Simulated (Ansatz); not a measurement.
I need a comparison of functionals at one structure of Al, space group P6_3/mmc. Use Ansatz's Python interface. Use (first run): r2SCAN, PAW, the default cutoff (500 eV here), 9×9×5 k-points, Fermi-Dirac smearing of 0.1 eV. The script varies functional: r2scan, blyp, lda.

```
Al
1.0
     2.81246    0.00000    0.00000
    -1.40623    2.43566    0.00000
     0.00000    0.00000    4.86685
Al
2
Direct
  0.66667 0.33333 0.75000
  0.33333 0.66667 0.25000
```

Script `xc_al.py`:
```python
import warnings

import ansatz as az
from tabulate import tabulate

warnings.simplefilter("ignore", az.DeckWarning)

structure = (
    az.Lattice.of([2.81246, 0.0, 0.0], [-1.40623, 2.43566, 0.0], [0.0, 0.0, 4.86685])
    .atom("Al", [2 / 3, 1 / 3, 0.75])
    .atom("Al", [1 / 3, 2 / 3, 0.25])
)

model = (
    structure.calculation()
    .occupations("fermi_dirac", width=0.1)
    .scf(tolerance=1e-07)
    .kpoints(9, 9, 5)
    .stress()
)

rows = []
for value in ["r2scan", "blyp", "lda"]:
    rep = model.functional(value).run(threads=1).report
    rows.append((value, rep["free_energy_ev"] / len(rep["lattice"]["sites"]), rep["n_iterations"], sum(rep["stress_gpa"][i][i] for i in range(3)) / 3, rep["n_kpoints"]))

print(tabulate(rows, headers=["functional", "F/atom (eV)", "iterations", "P (GPa)", "k-points"], floatfmt=".4f", tablefmt="github"))
```

Running `python xc_al.py` prints:
```text
| functional   |   F/atom (eV) |   iterations |   P (GPa) |   k-points |
|--------------|---------------|--------------|-----------|------------|
| r2scan       |     -540.3794 |            6 |   -2.7697 |         36 |
| blyp         |     -540.4794 |            6 |    3.5735 |         36 |
| lda          |     -512.8526 |            6 |   -3.1012 |         36 |
```

From lowest to highest: LDA (-3.1 GPa), r2SCAN (-2.8 GPa) and BLYP (3.6 GPa). At a fixed cell a lower pressure usually means a smaller equilibrium volume, so LDA prefers the smallest cell and BLYP the largest.

Reading the output:
- BLYP can be off by several per cent in the lattices of metals, and by several GPa in the pressure at a fixed cell.
- For a metal this k-point mesh is coarse: on a finer one energies can move by several to tens of meV an atom and pressures by half a GPa or more, differences at one mesh by less.
- The program warned that this SCF threshold is loose for forces or stresses.
- Pressure is positive in compression.
- This isn't the structure that Al takes at ambient conditions.
- Total energies of different functionals can't be compared; pressures, moments and gaps at this one structure can.
- The script silences the warnings on its input, which a real study should read.

(Lines on the test bed's own set-up are left out of the output.)
